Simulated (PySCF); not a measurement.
# La(OH)3: other functionals and bases at one geometry

An exercise on one series of results from a longer session: the logs are not shown, and one member is left open.

The runs use PySCF 2.14.0; several levels, as the steps say, no spin–orbit coupling.

1 further run of the same task is left out (for a known fault of the program).

## The starting structure

7 atoms, charge 0, spin multiplicity 1.

Bond lengths: La1–O2 2.182 Å, La1–O4 2.182 Å, La1–O6 2.182 Å, O2–H3 0.957 Å, O4–H5 0.957 Å, O6–H7 0.957 Å. Angles: O2–La1–O4 115.9°, O2–La1–O6 115.9°, O4–La1–O6 115.9°, La1–O2–H3 171.2°, La1–O4–H5 171.2°, La1–O6–H7 171.2°.

Geometry (Å):

```xyz
7

La    0.0000    0.0000   -0.3845
O     2.1357    0.0000    0.0635
H     3.0313    0.0000    0.4017
O    -1.0678    1.8495    0.0635
H    -1.5157    2.6252    0.4017
O    -1.0678   -1.8495    0.0635
H    -1.5157   -2.6252    0.4017
```

Formal oxidation states: La +3. An earlier session relaxed this geometry at PBE0, La def2-SVP with ECP46, O def2-SVP, H def2-SVP (singlet, point group C3v).

At PBE0 on the finer grid: E = -258.808733 Eh, HOMO -7.34 eV, LUMO -1.25 eV, Mulliken charge on La1 +1.09 e, largest force component 0.007 eV/Å. 

Levels to run: revPBE; BP86; PBE0, TZVP. Hardware: 2 threads of Intel Xeon at 2.50GHz (Skylake/Cascade Lake), shared host.

Set-up of the first run:

Contents of run.py (the lines that set the calculation):

```python
mol = gto.M(atom='''
La     0.00000     0.00000    -0.38452
O      2.13566    -0.00001     0.06349
H      3.03134    -0.00001     0.40168
O     -1.06782     1.84954     0.06349
H     -1.51566     2.62522     0.40168
O     -1.06784    -1.84953     0.06349
H     -1.51568    -2.62521     0.40168''',
    basis={'La': 'def2-SVP', 'O': 'def2-SVP', 'H': 'def2-SVP'},
    ecp={'La': 'def2-SVP'},
    charge=0, spin=0)
mf = dft.RKS(mol, xc='PBE_R,PBE')
mf.grids.atom_grid = (75, 302)  # f atoms: unpruned, at least (60, 302)
mf = mf.density_fit()  # fitting sets: La def2-universal-JKFIT, O def2-universal-JKFIT, H def2-universal-JKFIT
mf.conv_tol = 1e-08; mf.max_cycle = 55
mf.kernel(dm0)  # dm0: the density of the relaxed state
```

Launch:

```console
> OMP_NUM_THREADS=2 python run.py
```

Among the steps run: revPBE; BP86; PBE0, TZVP.

One table of the session follows, with a row left open; its other results are not shown here.

```
              level  HOMO (eV)  gap (eV)  charge on La1 (e)  dipole (D)  largest force component (eV/Å)
PBE0 (relaxed here)      -7.34      6.09               1.09        1.58                            0.01
             revPBE          ?         ?                  ?           ?                               ?
               BP86      -5.78      4.01               0.90        1.39                            0.60
         PBE0, TZVP      -7.67      6.34               1.48        1.83                            0.18
```

**Question.** Estimate the row for revPBE.

As computed: HOMO (eV): -5.63; gap (eV): 3.82; charge on La1 (e): 0.90; dipole (D): 1.42; largest force component (eV/Å): 0.56. In the column «HOMO (eV)» it is the highest.

In one basis the HOMO–LUMO gap runs from 3.82 eV (revPBE) to 6.09 eV (PBE0). The largest leftover force, 0.60 eV/Å with BP86, stands at a geometry relaxed at another level. Total energies of different levels can't be compared.
